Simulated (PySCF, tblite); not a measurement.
**C4H6BrN3: geometry, infrared bands and NMR shifts**

Wanted: the infrared bands and NMR shifts of C4H6BrN3 (`Cc1c(Br)nnn1C`), by calculation.

Programs: tblite 0.8.0 and PySCF 2.14.0, with density-fitted response routines of our own. Each step states its level of theory. These are calculated values for one molecule in the gas phase, unless marked as measured. Atoms are numbered from 0 throughout.

### Step 1. The molecule as given

14 atoms, charge 0, multiplicity 1; geometry from: force field or distance geometry start.

Bonds of the start (Å): C0–C1 1.47, C1–C2 1.39, C2–Br3 1.87, C2–N4 1.37, N4–N5 1.33, N5–N6 1.35, N6–C7 1.44, N6–C1 1.37, C0–H8 1.10, C0–H9 1.10, C0–H10 1.08, C7–H11 1.09, C7–H12 1.10, C7–H13 1.10.

### Step 2. Relaxing the molecule with GFN2-xTB

The job: settings as JSON, then the geometry in Å.

```
{"job": {"kind": "relax", "xc": "GFN2-xTB", "basis": "xTB"}, "charge": 0, "multiplicity": 1}
C      0.539000     1.493300     0.420900
C      0.609000     0.099400    -0.050500
C      1.677300    -0.712700    -0.415100
Br     3.488400    -0.235100    -0.470900
N      1.209900    -1.946200    -0.768300
N     -0.112200    -1.949400    -0.636600
N     -0.467700    -0.731800    -0.187500
C     -1.853000    -0.450200     0.067500
H     -0.235600     2.040700    -0.128800
H      0.280200     1.531500     1.492300
H      1.473200     2.024700     0.275300
H     -1.948500     0.254700     0.888300
H     -2.375400    -1.381200     0.344000
H     -2.285300    -0.038100    -0.852800
```

On the command line:

```bash
> OMP_NUM_THREADS=1 python probes_run.py task.json out
```

This one command runs all jobs of the session in turn.

Standard output:

```text
step      E/eV     max force
  0    -665.51925    2.915
  1    -665.62516    0.610
  2    -665.63411    0.229
  3    -665.64171    0.234
  4    -665.64636    0.231
  5    -665.64852    0.112
  6    -665.64970    0.102
  7    -665.65041    0.077
  8    -665.65084    0.056
  9    -665.65104    0.038
 10    -665.65119    0.038
 11    -665.65137    0.045
 12    -665.65157    0.044
 13    -665.65178    0.046
 14    -665.65205    0.052
 15    -665.65240    0.066
 16    -665.65283    0.076
 17    -665.65326    0.061
 18    -665.65369    0.054
 19    -665.65414    0.065
 20    -665.65463    0.079
 21    -665.65509    0.054
 22    -665.65545    0.050
 23    -665.65577    0.047
 24    -665.65614    0.078
 25    -665.65656    0.077
 26    -665.65697    0.048
 27    -665.65737    0.057
 28    -665.65781    0.068
 29    -665.65828    0.080
 30    -665.65872    0.054
 31    -665.65914    0.059
 32    -665.65965    0.073
 33    -665.66038    0.125
 34    -665.66126    0.135
 35    -665.66205    0.084
 36    -665.66226    0.109
 37    -665.66306    0.077
 38    -665.66354    0.057
 39    -665.66454    0.050
 40    -665.66508    0.047
 41    -665.66554    0.055
 42    -665.66594    0.060
 43    -665.66639    0.069
 44    -665.66697    0.058
 45    -665.66743    0.053
 46    -665.66794    0.043
 47    -665.66820    0.041
 48    -665.66876    0.032
 49    -665.66900    0.033
 50    -665.66912    0.027
 51    -665.66918    0.019
 52    -665.66925    0.017
 53    -665.66932    0.019
 54    -665.66939    0.022
 55    -665.66942    0.017
 56    -665.66945    0.010
 57    -665.66947    0.009
```

It took 0.35 s on 1 thread of Arm Neoverse V1, shared host.

Step by step: (not every step is listed)

```csv
step,energy from step 0 (eV),largest force (eV/Å)
0,0.0000,2.9149
1,-0.1059,0.6101
2,-0.1149,0.2295
3,-0.1225,0.2342
4,-0.1271,0.2312
5,-0.1293,0.1121
6,-0.1304,0.1020
7,-0.1312,0.0775
8,-0.1316,0.0556
12,-0.1323,0.0440
16,-0.1336,0.0762
20,-0.1354,0.0789
24,-0.1369,0.0782
28,-0.1386,0.0681
32,-0.1404,0.0730
36,-0.1430,0.1093
40,-0.1458,0.0474
44,-0.1477,0.0583
48,-0.1495,0.0318
52,-0.1500,0.0166
53,-0.1501,0.0191
54,-0.1501,0.0216
55,-0.1502,0.0172
56,-0.1502,0.0100
57,-0.1502,0.0095
```

Close pairs (by a distance rule), those that changed most:

```csv
bond,before (Å),after (Å),change (Å)
N4–N5,1.329,1.277,-0.051
C2–N4,1.366,1.342,-0.023
N5–N6,1.346,1.330,-0.016
C7–H12,1.103,1.088,-0.015
C0–H9,1.103,1.090,-0.012
C1–N6,1.367,1.355,-0.012
C0–H8,1.096,1.090,-0.006
C7–H13,1.097,1.092,-0.006
```

The next job starts from the end point, and lists it.

### Step 3. Harmonic vibrations with GFN2-xTB

The job: settings as JSON, then the geometry in Å.

```
{"job": {"kind": "ir", "xc": "GFN2-xTB", "basis": "xTB"}, "charge": 0, "multiplicity": 1}
C      0.512312     1.516838     0.340954
C      0.597651     0.095611    -0.054948
C      1.663628    -0.715204    -0.412332
Br     3.468605    -0.233358    -0.533843
N      1.208800    -1.949879    -0.677118
N     -0.057477    -1.959702    -0.509919
N     -0.459057    -0.748035    -0.136531
C     -1.838384    -0.459817     0.112718
H     -0.130152     2.069963    -0.344536
H      0.098003     1.609078     1.345341
H      1.505427     1.958616     0.327083
H     -1.977730    -0.125572     1.142074
H     -2.399662    -1.376589    -0.054392
H     -2.192641     0.317575    -0.566717
```

Standard output:

```text
mode    cm-1     km/mol
  1     108.4      0.14
  2     115.3      0.47
  3     127.7      0.09
  4     156.9      1.68
  5     235.8      1.63
  6     265.8      0.73
  7     297.0      4.29
  8     322.2      7.15
  9     432.3      0.45
 10     618.1      1.59
 11     675.0      0.44
 12     681.3      1.55
 13     768.4      2.09
 14     967.2      3.31
 15    1030.0      2.67
 16    1036.4      4.42
 17    1058.9     59.31
 18    1102.5      0.09
 19    1192.2      0.89
 20    1267.5     13.96
 21    1300.7     37.84
 22    1363.1     92.93
 23    1391.7      1.67
 24    1405.5     22.60
 25    1440.4      3.17
 26    1446.9     10.46
 27    1456.7      3.66
 28    1463.8      9.10
 29    1470.9      0.80
 30    1553.5     12.45
 31    2988.2     11.27
 32    2995.1     10.48
 33    2999.8      8.87
 34    3008.6     16.59
 35    3052.8      0.16
 36    3054.2      9.95
```

Run time: 0.42 s. Hardware: 1 thread of Arm Neoverse V1, shared host.

The strongest bands and the atoms that carry them (share of the mass-weighted mode):

```csv
cm⁻¹,km/mol,atoms
1059,59.3,"C2 25 %, H10 13 %, N5 10 %, C0 10 %"
1268,14.0,"N6 24 %, N4 23 %, C2 23 %, N5 15 %"
1301,37.8,"N4 28 %, N6 25 %, N5 23 %, C2 14 %"
1363,92.9,"N5 31 %, N4 27 %, C2 23 %"
1406,22.6,"H9 26 %, H8 26 %, H10 25 %, C0 18 %"
1554,12.4,"C1 59 %, C2 20 %"
2988,11.3,"H13 60 %, H11 31 %"
3009,16.6,"H8 51 %, H9 42 %"
```

### Step 4. NMR shieldings: PBE0/pcSseg-1

Same as in step 3 but for these lines:

```diff
@@ -1,2 +1,2 @@
-{"job": {"kind": "ir", "xc": "GFN2-xTB", "basis": "xTB"}, "charge": 0, "multiplicity": 1}
+{"job": {"kind": "nmr", "xc": "PBE0", "basis": "pcSseg-1"}, "charge": 0, "multiplicity": 1}
 C      0.512312     1.516838     0.340954
```

Level: GIAO PBE0/pcSseg-1 NMR shielding, non-relativistic, gas phase.

Standard output:

```text
coarse grid: 58248 points
cycle   1  E = -2893.3805596662  dE =  3.208e-01  |g| = 8.070e-01  |ddm| = 3.848e+00
cycle   2  E = -2893.3381761610  dE =  4.238e-02  |g| = 7.444e-01  |ddm| = 1.049e+00
cycle   3  E = -2893.4074134968  dE = -6.924e-02  |g| = 3.574e-01  |ddm| = 8.140e-01
cycle   4  E = -2893.4323422589  dE = -2.493e-02  |g| = 8.013e-02  |ddm| = 3.144e-01
cycle   5  E = -2893.4335460076  dE = -1.204e-03  |g| = 2.514e-02  |ddm| = 8.995e-02
cycle   6  E = -2893.4336882616  dE = -1.423e-04  |g| = 5.548e-03  |ddm| = 2.423e-02
cycle   7  E = -2893.4336931515  dE = -4.890e-06  |g| = 2.282e-03  |ddm| = 6.482e-03
final grid: 123120 points
cycle   8  E = -2893.4337264212  dE =  3.011e-06  |g| = 4.265e-03  |ddm| = 6.240e-03
cycle   9  E = -2893.4337139429  dE =  1.248e-05  |g| = 8.492e-03  |ddm| = 1.156e-02
cycle  10  E = -2893.4337306660  dE = -1.672e-05  |g| = 3.996e-04  |ddm| = 7.668e-03
cycle  11  E = -2893.4337307000  dE = -3.398e-08  |g| = 5.839e-05  |ddm| = 2.980e-04
cycle  12  E = -2893.4337307006  dE = -6.012e-10  |g| = 1.693e-05  |ddm| = 5.187e-05
converged SCF energy = -2893.4337307006

GIAO shielding tensors (ppm)
atom      isotropic    diamagn.    paramagn.     s11        s22        s33       span
  0 C      176.828     246.008     -69.180    166.080    177.990    186.413     20.333
  1 C       48.268     256.321    -208.053    -26.708     35.606    135.906    162.614
  2 C       44.856     252.890    -208.034    -20.982     73.210     82.340    103.323
  3 Br    2225.760    3121.750    -895.990   1713.613   2032.644   2931.021   1217.408
  4 N     -115.637     327.374    -443.011   -346.297   -167.286    166.672    512.969
  5 N     -131.642     314.972    -446.614   -369.550   -124.393     99.016    468.566
  6 N        7.411     332.402    -324.992   -155.938     59.500    118.671    274.610
  7 C      151.308     246.252     -94.944    133.231    135.651    185.041     51.811
  8 H       29.525      28.850       0.675     24.595     27.412     36.568     11.973
  9 H       29.528      28.860       0.667     24.585     27.401     36.597     12.012
 10 H       28.791      27.746       1.045     22.112     30.360     33.901     11.789
 11 H       28.023      29.671      -1.648     23.485     26.639     33.946     10.461
 12 H       27.022      28.576      -1.554     22.336     26.280     32.451     10.114
 13 H       28.029      29.659      -1.630     23.483     26.619     33.986     10.503
```

Run time: 36 s. Hardware: 1 thread of Arm Neoverse V1, shared host; peak memory 0.98 GiB.

The references, computed at this level on geometries of the same kind, shield at (ppm): 1H TMS 31.72, 13C TMS 186.9, 15N NH3 267.7, 79Br HBr 2622. Their shielding less the atom's gives the shift. The references are single molecules in the gas phase, so shifts against H2O, NH3, PH3, H3PO4 or CFCl3 are not on the usual liquid scales and can be off by tens of ppm. Atoms listed in one row are averaged.

```csv
atoms,environment,σ (ppm),δ (ppm),δ scaled to CDCl3
C2,aromatic carbon bearing bromine,44.9,142.1,121.9
C1,substituted aromatic carbon next to a ring nitrogen,48.3,138.7,133.4
C7,methyl carbon bonded to N,151.3,35.6,32.8
C0,methyl carbon on an aromatic ring,176.8,10.1,7.9
"H11, H12, H13",hydrogen on a methyl carbon bonded to N,27.69,4.03,3.90
"H8, H9, H10",hydrogen on a methyl carbon on an aromatic ring,29.28,2.44,2.40
Br3,bromine bonded to C,2226,396,–
N5,pyridine-type nitrogen of an azole,-131.6,399.4,–
N4,pyridine-type nitrogen of an azole,-115.6,383.4,–
N6,pyrrole-type ring nitrogen,7.4,260.3,–
```

The scaled column applies a straight-line fit of computed shieldings to shifts measured in CDCl3, with any fitted terms for Cl, Br or S neighbours (root-mean-square error 0.16 ppm for H, 1.9 ppm for C).

The run also stored atomic charges by several schemes (e):

```csv
atoms,Mulliken,IAO,Hirshfeld,ESP fit
C0,-0.10,-0.44,-0.11,-0.58
C1,0.18,0.03,0.02,0.08
C2,0.00,-0.06,-0.01,0.03
Br3,-0.09,0.04,0.00,-0.03
N4,-0.25,-0.19,-0.15,-0.22
N5,-0.01,-0.11,-0.08,-0.33
N6,-0.53,0.04,0.04,0.48
C7,-0.03,-0.32,-0.05,-0.41
```

Mayer bond orders: C0–C1 1.10, C1–C2 1.31, C2–Br3 1.05, C2–N4 1.35, N4–N5 1.47, N5–N6 1.19, N6–C7 0.91, N6–C1 1.04.

Ring of atoms C1, C2, N4, N5, N6: NICS(0) -12.6, NICS(1) -12.5, NICS(1)zz -30.0 ppm (means of both faces).

Orbitals, density, ELF and potential are computed afterwards from the orbital file.

Frontier orbitals at PBE0/pcSseg-1, with the share of their density that lies nearest to each atom:

```csv
orbital,energy (eV),lies on
HOMO,-7.02,"Br3 33 %; C1, C2 about 20 % each; N5 17 %"
LUMO,-0.13,N5 28 %; C1 21 %; N6 20 %
```

ELF in a plane through or near 10 of the atoms.

Values, 10 rows by 14 columns:
```
0.00 0.00 0.00 0.00 0.00 0.00 0.00 0.00 0.00 0.00 0.00 0.00 0.00 0.00
0.00 0.00 0.00 0.00 0.00 0.00 0.00 0.00 0.00 0.00 0.00 0.00 0.00 0.00
0.00 0.00 0.00 0.00 0.39 0.28 0.13 0.06 0.00 0.00 0.00 0.00 0.00 0.00
0.00 0.00 0.00 0.01 0.99 0.99 0.18 0.37 0.01 0.04 0.01 0.00 0.00 0.00
0.00 0.02 0.47 0.51 0.04 0.34 0.94 0.13 0.24 0.67 0.14 0.00 0.00 0.00
0.00 0.12 0.78 0.46 0.51 0.67 0.20 0.76 0.91 0.27 0.89 0.26 0.00 0.00
0.00 0.14 0.66 0.67 0.73 0.30 0.44 0.79 0.32 0.57 1.00 0.54 0.00 0.00
0.00 0.10 0.69 0.82 0.10 0.65 0.41 0.48 0.96 0.16 0.01 0.00 0.00 0.00
0.00 0.00 0.03 0.08 0.01 0.84 0.87 0.06 0.56 0.05 0.00 0.00 0.00 0.00
0.00 0.00 0.00 0.00 0.00 0.01 0.02 0.00 0.00 0.00 0.00 0.00 0.00 0.00
```
The map spans 11.9 Å across and 9.7 Å up, centred on the molecule. Atoms in the plane (x, y in Å): C0 (-0.8, 1.4), C1 (-0.6, 0.0), C2 (-1.5, -1.1), Br3 (-3.4, -1.0), N4 (-0.8, -2.2), N5 (0.4, -2.0), N6 (0.6, -0.7), C7 (1.9, -0.1), H10 (-1.9, 1.7), H12 (2.6, -0.9).

On the surface of density 0.002 e/bohr³ the electrostatic potential runs, from the 1st to the 99th percentile, from -1.97 V near N4 to 1.46 V near H11.

### Step 5. Outcome

| quantity | value |
| --- | --- |
| strongest single infrared mode (GFN2-xTB) | 1363 cm⁻¹, 93 km/mol |
| zero-point energy (GFN2-xTB) | 64.1 kcal/mol |
| 13C shifts against TMS (PBE0/pcSseg-1) | 142.1, 138.7, 35.6, 10.1 ppm |
| 1H shifts against TMS (PBE0/pcSseg-1, means over atoms taken as alike) | 4.03, 2.44 ppm |
| 79Br shifts against HBr (PBE0/pcSseg-1) | 396 ppm |
| 15N shifts against NH3 (PBE0/pcSseg-1) | 399.4, 383.4, 260.3 ppm |
| surface potential, 1st and 99th percentile | -1.97 V and 1.46 V |

What this shows: The optimisation took 57 steps and gained 0.150 eV; among the close pairs (by a distance rule), N4–N5 changed most, from 1.329 to 1.277 Å. All 36 modes are real, so the xTB geometry is a minimum. The strongest single mode, at 1363 cm⁻¹, is spread over several atoms, N5, N4, C2 among them. GFN2-xTB is a fitted tight-binding method: band positions and strengths are rough. Its intensities can rank the bands wrongly. C2 stands next to heavy halogen, whose spin-orbit shielding this run leaves out, so the computed shift lies too far downfield, most of all for carbon beside Br or I. The most deshielded hydrogen is H11, H12, H13 (mean) (hydrogen on a methyl carbon bonded to N), at 4.03 ppm: its carbon carries N, an electronegative neighbour. At PBE0/pcSseg-1: The widest tensor belongs to Br3: span 1217 ppm, with a paramagnetic part of -896 ppm. NICS(1)zz of -30 ppm above the planar ring from C1 marks a diatropic (aromatic) ring current. Spin-orbit coupling is left out, which matters for shieldings and couplings at and beside the heavy atoms.
